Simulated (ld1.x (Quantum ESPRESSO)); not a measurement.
**Fluorine: generating and testing a PAW potential**

Aim: build the potential from the settings below, then test how well it stands in for the atom: other configurations, scattering, ghost states and the plane-wave cutoff that it needs.

Program: ld1.x (Quantum ESPRESSO) 7.5. Reference atom: PBEsol, non-relativistic, spherical and spin-unpolarised. All values are calculated.

### 1 Settings

The settings as typed:

| Quantity | Value |
| --- | --- |
| element | fluorine (F, Z = 9) |
| type | PAW |
| frozen core | [He] |
| valence charge | 7 |
| reference configuration | 2s2 2p4.5 (charge +0.5) |
| partial waves | 2s (bound): rcut 0.55, rcutus 0.60 bohr; 2s channel at 1.4 Ry: rcut 0.55, rcutus 0.60 bohr; 2p (bound): rcut 1.00, rcutus 1.15 bohr; 2p channel at -1.05 Ry: rcut 1.00, rcutus 1.15 bohr; 3d channel at 0.25 Ry: rcut 0.95, rcutus 1.10 bohr; 3d channel at 0.75 Ry: rcut 0.95, rcutus 1.10 bohr |
| local potential | all-electron potential smoothed inside 0.80 bohr (lloc = -1) |
| core correction | Bessel-smoothed model core inside 0.30 bohr |
| augmentation charge | GAUSS, radius 0.55 bohr |

An earlier all-electron run gives the scale for the radii.

All-electron outer shells of the reference configuration (PBEsol, non-relativistic, ld1.x):

```tsv
shell	level (eV)	outermost node (bohr)	outermost maximum (bohr)
1s	-670.09	–	0.12
2s	-37.93	0.24	0.76
2p	-19.17	–	0.70
```

### 2 Generating the potential

F.in reads:

```
 &input
   title='F', zed=9., rel=0, dft='PBESOL', iswitch=3,
   config='[He] 2s2 2p4.5 3d-2',
   nld=3, rlderiv=1.25, eminld=-5.0, emaxld=5.0, deld=0.02
 /
 &inputp
   pseudotype=3, lpaw=.true., tm=.true., lloc=-1, rcloc=0.80,
   nlcc=.true., new_core_ps=.true., rcore=0.30,
   which_augfun='GAUSS', rmatch_augfun=0.55,
   file_pseudopw='F.UPF', file_wfcaegen='ae.wfc', file_wfcncgen='nc.wfc', file_beta='beta', file_chi='chi', file_wfcusgen='us.wfc'
 /
6
2S  1  0   2.00   0.00  0.55  0.60  0.0
2S  1  0   0.00   1.40  0.55  0.60  0.0
2P  2  1   4.50   0.00  1.00  1.15  0.0
2P  2  1   0.00  -1.05  1.00  1.15  0.0
3D  3  2  -2.00   0.25  0.95  1.10  0.0
3D  3  2  -2.00   0.75  0.95  1.10  0.0
 &test
   configts(1)='2s2 2p4.5'
 /
```

Launch:

```bash
$ ld1.x < F.in > F.out
```

What the program wrote to F.out (without the banner and most projector matrices):

```text
     Program LD1 v.7.5
     --------------------------- All-electron run ----------------------------

     F

     atomic number is  9.00
     dft =PBESOL   lsd =0 sic =0 latt =0  beta=0.20 tr2=1.0E-14
     Exchange-correlation= PBESOL
                           (   1   4  10   8   0   0   0)
     mesh =1105 r(mesh) =  99.76081 a.u. xmin = -7.00 dx = 0.01250
     1 Ry =  13.60569312 eV

     n l     nl                  e(Ry)          e(Ha)          e(eV)
     1 0     1S 1( 2.00)       -49.2504       -24.6252      -670.0861
     2 0     2S 1( 2.00)        -2.7881        -1.3940       -37.9337
     2 1     2P 1( 4.50)        -1.4089        -0.7045       -19.1697

     final scf error:  1.3E-15 reached in  24 iterations

     Etot =    -198.157987 Ry,     -99.078993 Ha,   -2696.076760 eV

     Ekin =     197.602236 Ry,      98.801118 Ha,    2688.515382 eV
     Encl =    -469.977458 Ry,    -234.988729 Ha,   -6394.369063 eV
     Eh   =      93.532182 Ry,      46.766091 Ha,    1272.570162 eV
     Exc  =     -19.314947 Ry,      -9.657473 Ha,    -262.793240 eV

     normalization and overlap integrals

     s(1S/1S) =  1.000000  <r> =   0.1769  <r2> =    0.0422  r(max) =   0.1154
     s(2S/2S) =  1.000000  <r> =   0.9866  <r2> =    1.1795  r(max) =   0.7617
     s(2P/2P) =  1.000000  <r> =   1.0380  <r2> =    1.4090  r(max) =   0.6979

     ------------------------ End of All-electron run ------------------------

     --------------------- Generating PAW atomic setup --------------------

      Generating local potential from pseudized AE potential:
      Matching radius rcloc =   0.8000

      Local pseudo, rcloc= 0.801 Estimated cut-off energy=    37.45 Ry

      Computing core charge for nlcc:

       r > 0.30 : true rho core
      Core charge pseudized with two Bessel functions
      Integrated core pseudo-charge :   1.36
      Wfc-us  2S rcutus= 0.593  Estimated cut-off energy=   118.74 Ry
      Wfc-us  2S rcutus= 0.593  Estimated cut-off energy=   124.43 Ry
      Wfc-us  2P rcutus= 1.136  Estimated cut-off energy=    60.43 Ry
      Wfc-us  2P rcutus= 1.136  Estimated cut-off energy=    61.93 Ry
      Wfc-us  3D rcutus= 1.108  Estimated cut-off energy=    83.23 Ry
      Wfc-us  3D rcutus= 1.108  Estimated cut-off energy=    83.68 Ry

     Required augmentation: GAUSS   radius:    0.550000
     Message from routine us2paw:
     GAUSS augmentation functions are ususally harder than BESSEL; use BESSEL instead unless you have discontinuity in local potential

     Estimated PAW energy =  -57.872169 Ryd

     The PAW screened D coefficients
     1.52438     1.96736     0.00000     0.00000     0.00000     0.00000
     1.96736     2.52911     0.00000     0.00000     0.00000     0.00000
     0.00000     0.00000    -0.95575    -0.59541     0.00000     0.00000
     0.00000     0.00000    -0.59541    -0.37016     0.00000     0.00000
     0.00000     0.00000     0.00000     0.00000    -0.01998    -0.02107
     0.00000     0.00000     0.00000     0.00000    -0.02107    -0.02207

     The PAW descreened D coefficients (US)
     1.72629     2.15426     0.00000     0.00000     0.00000     0.00000
     2.15426     2.68230     0.00000     0.00000     0.00000     0.00000
     0.00000     0.00000     2.30638     1.50831     0.00000     0.00000
     0.00000     0.00000     1.50831     0.98611     0.00000     0.00000
     0.00000     0.00000     0.00000     0.00000    -0.06742    -0.06604
     0.00000     0.00000     0.00000     0.00000    -0.06604    -0.06446

     ------------------- End of pseudopotential generation -------------------

     [... the all-electron block is printed once more ...]


     Computing logarithmic derivative in   1.24800
     Computing logarithmic derivative in   1.24800
     Computing the partial wave expansion
     R is outside the sphere for l=    0 j= 0.00
     R is outside the sphere for l=    0 j= 0.00
     R is outside the sphere for l=    1 j= 0.00
     R is outside the sphere for l=    1 j= 0.00
     R is outside the sphere for l=    2 j= 0.00
     R is outside the sphere for l=    2 j= 0.00

     ---------------------- Testing the pseudopotential ----------------------

     F

     atomic number is  9.00   valence charge is  7.00
     dft = SLA  PW   PSX  PSC   lsd =0 sic =0 latt =0  beta=0.20 tr2=1.0E-14
     mesh =1105 r(mesh) =  99.76081 xmin = -7.00 dx = 0.01250

     n l     nl             e AE (Ry)        e PS (Ry)    De AE-PS (Ry)
     1 0     2S   1( 2.00)       -2.78807       -2.78807        0.00000
     2 1     2P   1( 4.50)       -1.40895       -1.40895        0.00000

     eps = 3.2E-18  iter =  1

     Etot =    -198.157987 Ry,     -99.078993 Ha,   -2696.076760 eV
     Etotps =   -57.872169 Ry,     -28.936084 Ha,    -787.390971 eV

     Ekin =      49.694349 Ry,      24.847174 Ha,     676.126057 eV
     Encl =    -126.451015 Ry,     -63.225507 Ha,   -1720.453701 eV
     Ehrt =      38.199444 Ry,      19.099722 Ha,     519.729913 eV
     Ecxc =     -19.314947 Ry,      -9.657473 Ha,    -262.793240 eV
     (Ecc =      -4.909342 Ry,      -2.454671 Ha,     -66.795005 eV)

     ---------------------- End of pseudopotential test ----------------------
```

Wall time 1.3 s (1 thread, shared host). This counts the later configuration tests of the new file too.

Partial waves on a coarse radial grid (AE all-electron, PS pseudo):

```
r (bohr)   2p AE   2p PS    2s AE   2s PS
   0.057  0.0560  0.0133  -0.4116  0.0558
   0.115  0.1791  0.0533  -0.4390  0.1198
   0.172  0.3198  0.1160  -0.2857  0.1955
   0.230  0.4593  0.1991  -0.0588  0.2884
   0.288  0.5835  0.2962   0.1798  0.3965
   0.345  0.6864  0.3991   0.3963  0.5135
   0.402  0.7695  0.5032   0.5821  0.6342
   0.460  0.8344  0.6042   0.7352  0.7518
   0.518  0.8810  0.6950   0.8526  0.8553
   0.575  0.9112  0.7702   0.9357  0.9358
   0.632  0.9282  0.8289   0.9912  0.9912
   0.690  0.9340  0.8705   1.0234  1.0234
   0.747  0.9305  0.8940   1.0355  1.0355
   0.805  0.9196  0.9018   1.0319  1.0319
   0.862  0.9030  0.8962   1.0161  1.0161
   0.920  0.8816  0.8802   0.9905  0.9905
   0.977  0.8571  0.8574   0.9582  0.9582
   1.035  0.8297  0.8301   0.9202  0.9202
   1.092  0.8011  0.8011   0.8795  0.8795
   1.150  0.7708  0.7708   0.8360  0.8360
   1.208  0.7398  0.7398   0.7913  0.7913
   1.265  0.7091  0.7091   0.7471  0.7471
   1.322  0.6785  0.6785   0.7033  0.7033
   1.380  0.6476  0.6476   0.6596  0.6596
   1.438  0.6172  0.6172   0.6171  0.6171
   1.495  0.5880  0.5880   0.5769  0.5769
```

### 3 Testing the new file in other configurations

F.test.in reads:

```
 &input
   title='F', zed=9., rel=0, dft='PBESOL', iswitch=2,
   config='[He] 2s2 2p4.5 3d-2'
 /
 &test
   file_pseudo='F.UPF', nconf=8,
   configts(1)='2s2 2p4.5',
   configts(2)='2s2 2p5',
   configts(3)='2s2 2p4',
   configts(4)='2s2 2p3',
   configts(5)='2s2 2p5.3',
   configts(6)='2s2 2p1',
   configts(7)='2s2 2p2',
   configts(8)='2s1 2p6'
 /
```

Launch:

```bash
$ ld1.x < F.test.in > F.test.out
```

F.test.out, the pseudopotential blocks:

```text
     ---------------------- Testing the pseudopotential ----------------------

     F

     atomic number is  9.00   valence charge is  7.00
     dft =SLA  PW   PSX  PSC   lsd =0 sic =0 latt =0  beta=0.20 tr2=1.0E-14
     mesh =1105 r(mesh) =  99.76081 xmin = -7.00 dx = 0.01250

     n l     nl             e AE (Ry)        e PS (Ry)    De AE-PS (Ry)
     1 0     2S   1( 2.00)       -2.78807       -2.78807       -0.00000
     2 1     2P   1( 4.50)       -1.40895       -1.40895       -0.00000

     eps = 5.2E-18  iter =  1

     Etot =    -198.157987 Ry,     -99.078993 Ha,   -2696.076760 eV
     Etotps =   -57.872169 Ry,     -28.936084 Ha,    -787.390971 eV

     Ekin =      49.694349 Ry,      24.847174 Ha,     676.126057 eV
     Encl =    -126.451015 Ry,     -63.225507 Ha,   -1720.453701 eV
     Ehrt =      38.199444 Ry,      19.099722 Ha,     519.729913 eV
     Ecxc =     -19.314947 Ry,      -9.657473 Ha,    -262.793240 eV
     (Ecc =      -4.909342 Ry,      -2.454671 Ha,     -66.795005 eV)

     ---------------------- End of pseudopotential test ----------------------

     ---------------------- Testing the pseudopotential ----------------------

     F

     atomic number is  9.00   valence charge is  7.00
     dft =SLA  PW   PSX  PSC   lsd =0 sic =0 latt =0  beta=0.20 tr2=1.0E-14
     mesh =1105 r(mesh) =  99.76081 xmin = -7.00 dx = 0.01250

     n l     nl             e AE (Ry)        e PS (Ry)    De AE-PS (Ry)
     1 0     2S   1( 2.00)       -2.17858       -2.17859        0.00001
     2 1     2P   1( 5.00)       -0.81300       -0.81298       -0.00002

     eps = 5.8E-15  iter = 10

     Etot =    -198.710382 Ry,     -99.355191 Ha,   -2703.592472 eV
     Etotps =   -58.424547 Ry,     -29.212273 Ha,    -794.906454 eV
     dEtot_ae =      -0.552395 Ry
     dEtot_ps =      -0.552378 Ry,   Delta E=      -0.000017 Ry

     Ekin =      50.232150 Ry,      25.116075 Ha,     683.443224 eV
     Encl =    -131.264512 Ry,     -65.632256 Ha,   -1785.944669 eV
     Ehrt =      42.393660 Ry,      21.196830 Ha,     576.795125 eV
     Ecxc =     -19.785845 Ry,      -9.892922 Ha,    -269.200134 eV
     (Ecc =      -4.909342 Ry,      -2.454671 Ha,     -66.795005 eV)

     ---------------------- End of pseudopotential test ----------------------

     ---------------------- Testing the pseudopotential ----------------------

     F

     atomic number is  9.00   valence charge is  7.00
     dft =SLA  PW   PSX  PSC   lsd =0 sic =0 latt =0  beta=0.20 tr2=1.0E-14
     mesh =1105 r(mesh) =  99.76081 xmin = -7.00 dx = 0.01250

     n l     nl             e AE (Ry)        e PS (Ry)    De AE-PS (Ry)
     1 0     2S   1( 2.00)       -3.46148       -3.46152        0.00004
     2 1     2P   1( 4.00)       -2.07485       -2.07494        0.00009

     eps = 2.9E-15  iter = 12

     Etot =    -197.289789 Ry,     -98.644895 Ha,   -2684.264332 eV
     Etotps =   -57.003966 Ry,     -28.501983 Ha,    -775.578465 eV
     dEtot_ae =       0.868197 Ry
     dEtot_ps =       0.868203 Ry,   Delta E=      -0.000006 Ry

     Ekin =      48.828572 Ry,      24.414286 Ha,     664.346560 eV
     Encl =    -120.913749 Ry,     -60.456875 Ha,   -1645.115365 eV
     Ehrt =      33.858419 Ry,      16.929209 Ha,     460.667254 eV
     Ecxc =     -18.777207 Ry,      -9.388603 Ha,    -255.476913 eV
     (Ecc =      -4.909342 Ry,      -2.454671 Ha,     -66.795005 eV)

     ---------------------- End of pseudopotential test ----------------------

     ---------------------- Testing the pseudopotential ----------------------

     F

     atomic number is  9.00   valence charge is  7.00
     dft =SLA  PW   PSX  PSC   lsd =0 sic =0 latt =0  beta=0.20 tr2=1.0E-14
     mesh =1105 r(mesh) =  99.76081 xmin = -7.00 dx = 0.01250

     n l     nl             e AE (Ry)        e PS (Ry)    De AE-PS (Ry)
     1 0     2S   1( 2.00)       -4.97256       -4.97306        0.00050
     2 1     2P   1( 3.00)       -3.59286       -3.59344        0.00058

     eps = 6.7E-15  iter = 14

     Etot =    -194.475659 Ry,     -97.237829 Ha,   -2645.976135 eV
     Etotps =   -54.189569 Ry,     -27.094784 Ha,    -737.286645 eV
     dEtot_ae =       3.682328 Ry
     dEtot_ps =       3.682600 Ry,   Delta E=      -0.000272 Ry

     Ekin =      45.968940 Ry,      22.984470 Ha,     625.439285 eV
     Encl =    -107.786153 Ry,     -53.893076 Ha,   -1466.505315 eV
     Ehrt =      25.165025 Ry,      12.582512 Ha,     342.387603 eV
     Ecxc =     -17.537381 Ry,      -8.768690 Ha,    -238.608218 eV
     (Ecc =      -4.909342 Ry,      -2.454671 Ha,     -66.795005 eV)

     ---------------------- End of pseudopotential test ----------------------

     ---------------------- Testing the pseudopotential ----------------------

     F

     atomic number is  9.00   valence charge is  7.00
     dft =SLA  PW   PSX  PSC   lsd =0 sic =0 latt =0  beta=0.20 tr2=1.0E-14
     mesh =1105 r(mesh) =  99.76081 xmin = -7.00 dx = 0.01250

     n l     nl             e AE (Ry)        e PS (Ry)    De AE-PS (Ry)
     1 0     2S   1( 2.00)       -1.84865       -1.84868        0.00003
     2 1     2P   1( 5.30)       -0.49343       -0.49341       -0.00001

     eps = 5.6E-15  iter = 13

     Etot =    -198.905576 Ry,     -99.452788 Ha,   -2706.248221 eV
     Etotps =   -58.619732 Ry,     -29.309866 Ha,    -797.562089 eV
     dEtot_ae =      -0.747589 Ry
     dEtot_ps =      -0.747563 Ry,   Delta E=      -0.000025 Ry

     Ekin =      50.414488 Ry,      25.207244 Ha,     685.924047 eV
     Encl =    -133.779423 Ry,     -66.889711 Ha,   -1820.161774 eV
     Ehrt =      44.775928 Ry,      22.387964 Ha,     609.207530 eV
     Ecxc =     -20.030725 Ry,     -10.015362 Ha,    -272.531892 eV
     (Ecc =      -4.909342 Ry,      -2.454671 Ha,     -66.795005 eV)

     ---------------------- End of pseudopotential test ----------------------

     ---------------------- Testing the pseudopotential ----------------------

     F

     atomic number is  9.00   valence charge is  7.00
     dft =SLA  PW   PSX  PSC   lsd =0 sic =0 latt =0  beta=0.20 tr2=1.0E-14
     mesh =1105 r(mesh) =  99.76081 xmin = -7.00 dx = 0.01250

     n l     nl             e AE (Ry)        e PS (Ry)    De AE-PS (Ry)
     1 0     2S   1( 2.00)       -8.54407       -8.54797        0.00390
     2 1     2P   1( 1.00)       -7.27798       -7.27831        0.00033

     eps = 2.4E-15  iter =  9

     Etot =    -183.738755 Ry,     -91.869377 Ha,   -2499.893111 eV
     Etotps =   -43.450733 Ry,     -21.725367 Ha,    -591.177340 eV
     dEtot_ae =      14.419232 Ry
     dEtot_ps =      14.421436 Ry,   Delta E=      -0.002204 Ry

     Ekin =      34.891632 Ry,      17.445816 Ha,     474.724835 eV
     Encl =     -73.689304 Ry,     -36.844652 Ha,   -1002.594057 eV
     Ehrt =       9.945118 Ry,       4.972559 Ha,     135.310222 eV
     Ecxc =     -14.598179 Ry,      -7.299089 Ha,    -198.618340 eV
     (Ecc =      -4.909342 Ry,      -2.454671 Ha,     -66.795005 eV)

     ---------------------- End of pseudopotential test ----------------------

     ---------------------- Testing the pseudopotential ----------------------

     F

     atomic number is  9.00   valence charge is  7.00
     dft =SLA  PW   PSX  PSC   lsd =0 sic =0 latt =0  beta=0.20 tr2=1.0E-14
     mesh =1105 r(mesh) =  99.76081 xmin = -7.00 dx = 0.01250

     n l     nl             e AE (Ry)        e PS (Ry)    De AE-PS (Ry)
     1 0     2S   1( 2.00)       -6.67500       -6.67682        0.00181
     2 1     2P   1( 2.00)       -5.33492       -5.33615        0.00124

     eps = 6.9E-15  iter =  9

     Etot =    -190.029442 Ry,     -95.014721 Ha,   -2585.482276 eV
     Etotps =   -49.742468 Ry,     -24.871234 Ha,    -676.780761 eV
     dEtot_ae =       8.128545 Ry
     dEtot_ps =       8.129701 Ry,   Delta E=      -0.001156 Ry

     Ekin =      41.394471 Ry,      20.697235 Ha,     563.200468 eV
     Encl =     -92.017869 Ry,     -46.008934 Ha,   -1251.966886 eV
     Ehrt =      17.006798 Ry,       8.503399 Ha,     231.389279 eV
     Ecxc =     -16.125869 Ry,      -8.062934 Ha,    -219.403622 eV
     (Ecc =      -4.909342 Ry,      -2.454671 Ha,     -66.795005 eV)

     ---------------------- End of pseudopotential test ----------------------

     ---------------------- Testing the pseudopotential ----------------------

     F

     atomic number is  9.00   valence charge is  7.00
     dft =SLA  PW   PSX  PSC   lsd =0 sic =0 latt =0  beta=0.20 tr2=1.0E-14
     mesh =1105 r(mesh) =  99.76081 xmin = -7.00 dx = 0.01250

     n l     nl             e AE (Ry)        e PS (Ry)    De AE-PS (Ry)
     1 0     2S   1( 1.00)       -2.21387       -2.21349       -0.00038
     2 1     2P   1( 6.00)       -0.84434       -0.84417       -0.00017

     eps = 3.5E-15  iter = 10

     Etot =    -197.342806 Ry,     -98.671403 Ha,   -2684.985652 eV
     Etotps =   -57.057042 Ry,     -28.528521 Ha,    -776.300603 eV
     dEtot_ae =       0.815181 Ry
     dEtot_ps =       0.815127 Ry,   Delta E=       0.000054 Ry

     Ekin =      48.858135 Ry,      24.429068 Ha,     664.748795 eV
     Encl =    -128.421990 Ry,     -64.210995 Ha,   -1747.270186 eV
     Ehrt =      42.150212 Ry,      21.075106 Ha,     573.482847 eV
     Ecxc =     -19.643399 Ry,      -9.821700 Ha,    -267.262060 eV
     (Ecc =      -4.909342 Ry,      -2.454671 Ha,     -66.795005 eV)

     ---------------------- End of pseudopotential test ----------------------
```

The tests as a table, with energies relative to 2s2 2p4.5.

| valence configuration | charge | ΔE all-electron (eV) | error AE − PS (meV) |
| --- | --- | --- | --- |
| 2s2 2p5 | 0 | -7.516 | -0.2 |
| 2s2 2p4 | +1 | 11.812 | -0.1 |
| 2s2 2p3 | +2 | 50.101 | -3.7 |
| 2s2 2p5.3 | -0.3 | -10.171 | -0.3 |
| 2s2 2p1 | +4 | 196.184 | -30 |
| 2s2 2p2 | +3 | 110.594 | -16 |
| 2s1 2p6 | 0 | 11.091 | +0.7 |

### 4 Scattering by logarithmic derivatives

Taken from the files of the generation run. The phase is arctan(r·u′/u) with u = r·R, unwrapped, with energies in Ry. A pole is an energy at which the radial function vanishes at the test radius. The pseudo phase is shifted by a multiple of π to meet the all-electron one at the reference energy. Levels narrower than the energy grid can be missing from the poles. Left out: d, where the overlap operator is not positive , so their phases aren't trusted. The last column is the largest difference on the grid between −1 and +1 Ry.

```tsv
channel	radius (bohr)	reference (Ry)	poles AE	poles PS	window around the reference with phases within 0.05 rad (Ry)	largest difference near zero (rad)
s	1.25	-2.79	0.23	0.23	the whole range	0.000
p	1.25	-1.41	1.03	1.03	the whole range	0.000
```

Phases (rad) along the scan:

```
E (Ry)    s AE    s PS    p AE    p PS
 -5.00   0.769   0.769   1.098   1.098
 -4.48   0.539   0.539   1.043   1.043
 -3.96   0.159   0.159   0.966   0.966
 -3.44  -0.360  -0.360   0.849   0.849
 -2.92  -0.813  -0.813   0.656   0.656
 -2.40  -1.101  -1.101   0.313   0.313
 -1.88  -1.275  -1.275  -0.241  -0.241
 -1.36  -1.387  -1.387  -0.793  -0.793
 -0.84  -1.465  -1.465  -1.136  -1.136
 -0.32  -1.523  -1.523  -1.330  -1.330
  0.20  -1.568  -1.568  -1.450  -1.450
  0.72  -1.606  -1.606  -1.532  -1.532
  1.24  -1.638  -1.638  -1.593  -1.593
  1.76  -1.666  -1.666  -1.642  -1.642
  2.28  -1.692  -1.692  -1.684  -1.684
  2.80  -1.717  -1.717  -1.721  -1.722
  3.32  -1.742  -1.742  -1.757  -1.758
  3.84  -1.766  -1.766  -1.792  -1.794
  4.36  -1.791  -1.791  -1.829  -1.831
  4.88  -1.818  -1.818  -1.868  -1.871
```

### 5 Plane-wave convergence, by spherical Bessel functions

A separate test, outside the generator: the pseudo-atom's Hamiltonian at the reference potential is diagonalised in spherical Bessel functions j_l(qr) that vanish at 20 bohr, with q² up to the cutoff.

No cutoffs are read. The overlap operator is not positive in d (lowest eigenvalue -0.560), so the test is not defined there. The ghost test is not conclusive.

### 6 What came out

| quantity | value |
| --- | --- |
| cutoffs | not determined |
| bound ghosts | not determined |
| largest test error (AE − PS) | -30 meV, for 2s2 2p1 |
| largest phase difference near zero energy, channels read | 0.000 rad |
| lowest eigenvalue of the overlap (Bessel basis) | -0.560 (d) |

In words: The overlap operator is not positive definite in d, so a plane-wave run would break down once the basis is large enough. By total energies transferability is fair: the largest error is 30 meV on 196.2 eV, for 2s2 2p1. That test lies far up in energy; among those under 40 eV, nearer to bonding, the largest error is 0.7 meV. No cutoffs are read. Ghosts could not be judged. Near zero energy the phases of the channels with partial waves that could be evaluated agree within 0.001 rad. These are tests on the free atom; a crystal test is still owed.
